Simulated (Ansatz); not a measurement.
**C₂H₉ClInP: basis-set convergence**

Aim: see how fast density functionals converge with the basis set for C₂H₉ClInP.

The runs use Ansatz 0.2.0, Gaussian basis; one geometry, several basis sets.

Levels to be run: PBE0-D4/def2-SVP; ωB97M-V/def2-SVP; PBE0-D4/def2-QZVPP; ωB97M-V/def2-QZVPP; the functionals' def2-TZVPP values are taken from earlier runs.

## Step 1: Structure used throughout

The geometry comes from an earlier relaxation with PBE0-D4 in a triple-zeta def2 set; it is a stationary point, not always the lowest conformer. In takes the def2 core potential; no spin-orbit term is included.

SMILES `[CH3][In-]([CH3])([PH3+])[Cl]`, 14 atoms, charge 0, spin multiplicity 1.

Atoms are counted from 1 here; the program's logs count them from 0.

Bond lengths: C1–In2 2.144 Å, C1–H6 1.091 Å, C1–H7 1.090 Å, C1–H8 1.091 Å, In2–C3 2.144 Å, In2–P4 2.822 Å, In2–Cl5 2.418 Å, C3–H9 1.091 Å, C3–H10 1.091 Å, C3–H11 1.090 Å, P4–H12 1.416 Å, P4–H13 1.409 Å, P4–H14 1.409 Å. Angles: In2–C1–H6 109.8°, In2–C1–H7 109.2°, In2–C1–H8 111.2°, H6–C1–H7 108.6°, H6–C1–H8 108.5°, H7–C1–H8 109.5°, C1–In2–C3 136.6°, C1–In2–P4 101.6°, C1–In2–Cl5 110.1°, C3–In2–P4 101.6°, C3–In2–Cl5 110.0°, P4–In2–Cl5 79.3°, In2–C3–H9 109.8°, In2–C3–H10 111.2°, In2–C3–H11 109.2°, H9–C3–H10 108.5°, H9–C3–H11 108.6°, H10–C3–H11 109.5° and more.

## Step 2: PBE0-D4 in def2-SVP

Contents of in.yaml:

```yaml
crystal:
  periodic: [false, false, false]
  atoms:
    - {symbol: C, position_ang: [-1.965994, 1.243373, 0.195178]}
    - {symbol: In, position_ang: [0.110942, 0.718698, 0.101681]}
    - {symbol: C, position_ang: [1.724051, 0.491027, 1.495847]}
    - {symbol: P, position_ang: [-0.007615, -1.854881, -1.051004]}
    - {symbol: Cl, position_ang: [0.982607, 1.174429, -2.107401]}
    - {symbol: H, position_ang: [-2.069477, 2.291482, 0.480333]}
    - {symbol: H, position_ang: [-2.415007, 1.104471, -0.788265]}
    - {symbol: H, position_ang: [-2.494614, 0.630943, 0.926969]}
    - {symbol: H, position_ang: [1.996006, 1.464250, 1.907472]}
    - {symbol: H, position_ang: [1.443757, -0.167777, 2.318906]}
    - {symbol: H, position_ang: [2.589700, 0.078406, 0.977705]}
    - {symbol: H, position_ang: [-0.427883, -3.127411, -0.594930]}
    - {symbol: H, position_ang: [1.244694, -2.238778, -1.569910]}
    - {symbol: H, position_ang: [-0.724068, -1.837333, -2.263980]}
basis:
  gaussian: {orbitals: def2-SVP}
hamiltonian: {xc: pbe0, dispersion: d4}
output: {orbitals: {seedname: orbitals}}
```

Launch:

```console
ansatz run in.yaml --threads 4 --pin off --events-out ev --progress --plain --max-ram 11315MiB
```

Further steps of the session: ωB97M-V in def2-SVP; PBE0-D4 in def2-QZVPP; ωB97M-V in def2-QZVPP.

Before running them: what should the planned runs give, taken together? Wanted: PBE0-D4: double and triple zeta above quadruple; ωB97M-V: double and triple zeta above quadruple.

As calculated:

| quantity | value |
| --- | --- |
| PBE0-D4: double and triple zeta above quadruple | 11.11, 0.85 eV |
| ωB97M-V: double and triple zeta above quadruple | 11.26, 0.82 eV |

What this shows: PBE0-D4 gains 10.26 eV from double to triple zeta, then 0.85 eV more. Total energies overstate the basis error of differences, where much of it tends to cancel. The LUMO of ωB97M-V is positive and keeps falling with the basis (1.77 to 0.75 eV): an unbound level that the basis holds in place.
